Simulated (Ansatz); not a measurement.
I need the spin response to a magnetic field of PdAu3, space group Pm-3m. Use Ansatz 0.2.0, Python API. Use (first run): PBEsol, PAW, cutoff 470 eV, 6×6×6 k-points, cold smearing of 0.1 eV, collinear spin.

```
Pd Au
1.0
     4.07108    0.00000    0.00000
     0.00000    4.07108    0.00000
     0.00000    0.00000    4.07108
Pd Au
1 3
Direct
  0.00000 0.00000 0.00000
  0.00000 0.50000 0.50000
  0.50000 0.00000 0.50000
  0.50000 0.50000 0.00000
```

`pdau3.py`
```python
# -*- coding: utf-8 -*-
"""Spin moment of PdAu3 in a magnetic field."""

import ansatz as az
import numpy as np

FUNCTIONAL = "pbesol"
CUTOFF_EV = 470
SMEARING = "Marzari-Vanderbilt"
TOLERANCE = 1e-07

lattice = az.Lattice.of(
    [4.071083, 0.0, 0.0],
    [0.0, 4.071083, 0.0],
    [0.0, 0.0, 4.071083],
)
sites = [
    ("Pd", [0.0, 0.0, 0.0]),
    ("Au", [0.0, 0.5, 0.5]),
    ("Au", [0.5, 0.0, 0.5]),
    ("Au", [0.5, 0.5, 0.0]),
]
cell = az.Crystal(lattice=lattice)
for symbol, position in sites:
    cell = cell.atom(symbol, position)

setup = (
    cell.calculation()
    .kpoints(6)
    .functional(FUNCTIONAL)
    .basis(CUTOFF_EV)
    .occupations(SMEARING, width=100 * az.meV)
    .scf(tolerance=TOLERANCE)
    .pseudopotentials("paw")
    .spin("collinear")
)
# the field acts on the spins alone; such large fields lift the response over the noise
rows = []
for tesla in [0, 100, 200, 400]:
    data = (setup.magnetic_field(tesla) if tesla else setup).run(threads=1).report
    rows.append((tesla, data["magnetization_mub"], data["free_energy_ev"], data["components"].get("e_zeeman", 0.0)))
lines = [",".join(["B (T)", "moment muB", "F eV", "Zeeman term eV"])] + [",".join(f"{v:.4f}" if isinstance(v, float) else str(v) for v in row) for row in rows]
print("\n".join(lines))
with open("zeeman.csv", "w") as handle:
    handle.write("\n".join(lines) + "\n")
slope = np.polyfit([row[0] for row in rows], [row[1] for row in rows], 1)[0]
print(f"dM/dB = {1000 * slope:.4f} muB per 1000 T per cell")
```

```console
$ python pdau3.py
RunWarning: this spin-polarised run has no starting moment large enough to seed its density, so its SCF can try parallel moments of its own, which can die out, and starts no order whose moments cancel. Behind that start scf.lower_state_search: light tries no other order and makes no probe for moments, and off searches [...]
B (T),moment muB,F eV,Zeeman term eV
0,0.0000,-45928.2326,0.0000
100,0.0116,-45928.2326,-0.0001
200,0.0231,-45928.2327,-0.0003
400,0.0450,-45928.2331,-0.0010
dM/dB = 0.1123 muB per 1000 T per cell
```
(Warnings from the package without file and line, shortened.)

Notes:
- Total energies depend on the potentials; only differences at equal settings carry meaning. A total without «per atom» is that of the cell as typed.
- The mesh is modest for a metal, so energies can be off by several to tens of meV an atom and pressures by half a GPa or more; differences at equal mesh fare better.
- Spin-orbit coupling, which matters for elements this heavy, is left out.
- This cell is a computed structure, which may not be the phase found in nature.
- Orbital magnetism is left out. The response of a metal hangs strongly on mesh and smearing, and a straight-line fit holds only where the moment is linear in the field.
- Finished in 34 s on 1 thread of Arm Neoverse V2 (shared host), peak memory 0.47 GiB.

(A comment or docstring line of the script was reworded after the run, the code is as it ran; lines on the test bed's own set-up are left out of the output.)
